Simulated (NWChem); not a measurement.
**GeF2 (SMILES [F][Ge][F]): PBE0/aug-pcseg-2**

Aim: the electronic atomisation energy of GeF2 at PBE0/aug-pcseg-2, from 3 runs. 

The results are computed with NWChem 7.3.0.

### 1 Starting point

The species is GeF2 (3 atoms), meant as a singlet with charge 0. SMILES: `[F][Ge][F]`. The shape is that of a PBE0-D4/def2-TZVP optimisation.

Bond lengths: F1–Ge2 1.745 Å, Ge2–F3 1.745 Å. Angles: F1–Ge2–F3 97.2°.

### 2 A single-point energy at PBE0/aug-pcseg-2

Input file geom.xyz:

```xyz
3

F     -0.675900    -1.101800    -0.497500
Ge     0.637500    -0.295200     0.320200
F      0.027600     1.332100     0.164100
```

Input file geom.nw:

```
start geom
memory total 2200 mb
geometry units angstroms noautosym nocenter noautoz
   load geom.xyz
end
basis "ao basis" spherical bse
   * library aug-pcseg-2
end
dft
   xc pbe0
   mult 1
   grid fine
   convergence energy 1e-08
   iterations 100
   mulliken
   print low
end
task dft
```

The run is started by

```sh
nwchem geom.nw > geom.out
```

Log:

```text
[...]
 d= 0,ls=0.0,diis     1  -2276.3266084093 -2.47D+03  9.02D-03  1.18D+00    24.4
[...]
 d= 0,ls=0.0,diis     8  -2276.4438807171  2.33D-09  8.15D-07  1.01D-07   151.9
         Total DFT energy =    -2276.443880717084
      One electron energy =    -3555.630739468205
           Coulomb energy =     1187.743636209197
    Exchange-Corr. energy =      -99.619508900660
 Nuclear repulsion energy =      191.062731442584
[...]
      Total Density - Mulliken Population Analysis
     ---------------------------------------------
    Atom       Charge   Shell Charges
 -----------   ------   -------------------------------------------------------
    1 F    9     9.54   2.00  0.64  0.94  0.37 -0.00  2.36  2.24  0.92  0.06  0.00  0.01  0.01  0.00 -0.00
    2 Ge  32    30.93   2.00  2.00  1.17  0.78  0.89  0.84  0.07  6.00  5.90  0.41  0.66  0.02 -0.00  9.67  0.46  0.03 -0.02  0.07 -0.01
    3 F    9     9.54   2.00  0.64  0.94  0.37 -0.00  2.36  2.24  0.92  0.06  0.00  0.01  0.01  0.00 -0.00
[...]
```

It took 2.5 min on 1 thread of Intel Xeon Platinum 8259CL at 2.50GHz (Skylake/Cascade Lake), shared host; peak memory 0.13 GiB.

### 3 The F atom

Input file geom.nw:

```
start geom
title "F PBE0"
memory stack 880 mb heap 220 mb global 1100 mb
geometry noautosym nocenter noautoz
   F      0.000000     0.000000     0.000000
end
basis spherical bse
   F library aug-pcseg-2
end
dft
   xc pbe0
   mult 2
   grid fine
   convergence energy 1e-08
   iterations 100
   mulliken
   noprint "final vectors analysis"
end
task dft energy
```

Run the same way, it converges to -99.67435 Eh (log not shown).

### 4 The Ge atom, same level

Input file input.nw:

```
start input
title "Ge"
memory stack 880 mb heap 220 mb global 1100 mb
charge 0

geometry noautosym nocenter noautoz
 Ge       0.000000       0.000000       0.000000
end

basis spherical bse
 * library aug-pcseg-2
end

dft
 xc pbe0
 mult 3
 grid fine
 convergence energy 1e-08
 maxiter 100
 mulliken
 noprint "final vectors analysis"
end

task dft energy
```

Run the same way, it converges to -2076.69435 Eh (log not shown).

### 5 Summary of results

Level: PBE0/aug-pcseg-2.

| quantity | value |
| --- | --- |
| molecule: total energy | -2276.44388 Eh |
| F atom: total energy | -99.67435 Eh |
| F atom: ⟨S²⟩ | 0.752 |
| Ge atom: total energy | -2076.69435 Eh |
| Ge atom: ⟨S²⟩ | 2.003 |
| electronic atomisation energy | 10.907 eV |

In words: Taking the molecule apart into free atoms costs 10.91 eV (1052 kJ/mol), before zero-point energy and without spin-orbit coupling.
